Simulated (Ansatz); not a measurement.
# HfTe4: the cost of one run

Program: Ansatz 0.2.0. Level of theory: DFT PBE, scalar-relativistic, plane waves, PAW. These are calculated values, not measurements.

### Step 1. The structure to begin with

It takes space group Pm-3m (No. 221, cubic). Conventional cell: a = 5.397 Å, b = 5.397 Å, c = 5.397 Å, α = 90.00°, β = 90.00°, γ = 90.00°. Hf (site symmetry m-3m) is surrounded by 12 Te at 3.82 Å. Te (site symmetry 4/mmm) is surrounded by 10 Te at 2.70 to 3.82 Å and 4 Hf at 3.82 Å. Around Te (site symmetry m-3m) lie 6 Te at 2.70 Å.

Structure file:

```
Hf Te
1.0
     5.39681    0.00000    0.00000
     0.00000    5.39681    0.00000
     0.00000    0.00000    5.39681
Hf Te
1 4
Direct
  0.00000 0.00000 0.00000
  0.00000 0.50000 0.50000
  0.50000 0.00000 0.50000
  0.50000 0.50000 0.00000
  0.50000 0.50000 0.50000
```

The cell is invented: random cell by space group and Wyckoff sites (Pm-3m, No. 221). The dimensions are guesses.

### Step 2. A first look at the guess

The input, input.yaml:

```yaml
crystal:
  lattice:
    - [5.39681315, 0.0, 0.0]
    - [0.0, 5.39681315, 0.0]
    - [0.0, 0.0, 5.39681315]
  atoms:
    - { symbol: Hf, position: [0.0, 0.0, 0.0] }
    - { symbol: Te, position: [0.0, 0.5, 0.5] }
    - { symbol: Te, position: [0.5, 0.0, 0.5] }
    - { symbol: Te, position: [0.5, 0.5, 0.0] }
    - { symbol: Te, position: [0.5, 0.5, 0.5] }
basis:
  ecutwfc: 420
kpoints:
  mp_grid: { grid: [4, 4, 4] }
hamiltonian:
  xc: pbe
scf:
  occupations: { method: gaussian, width: 0.1 }
  lower_state_search: "off"
output:
  forces: true
  stress: true
  eigenvalues: true
```

The run is started by

```sh
$ ansatz run input.yaml --threads 1 --pin off --max-ram 2048MiB --backend cpu --events-out ev --progress --plain --runs-dir out
```

**Question.** How long does this run take on 1 thread of Intel Xeon Platinum 8259CL at 2.50GHz (Skylake/Cascade Lake), shared host, and how much memory does it need?

About 5.5 s, with a peak of 0.49 GiB.
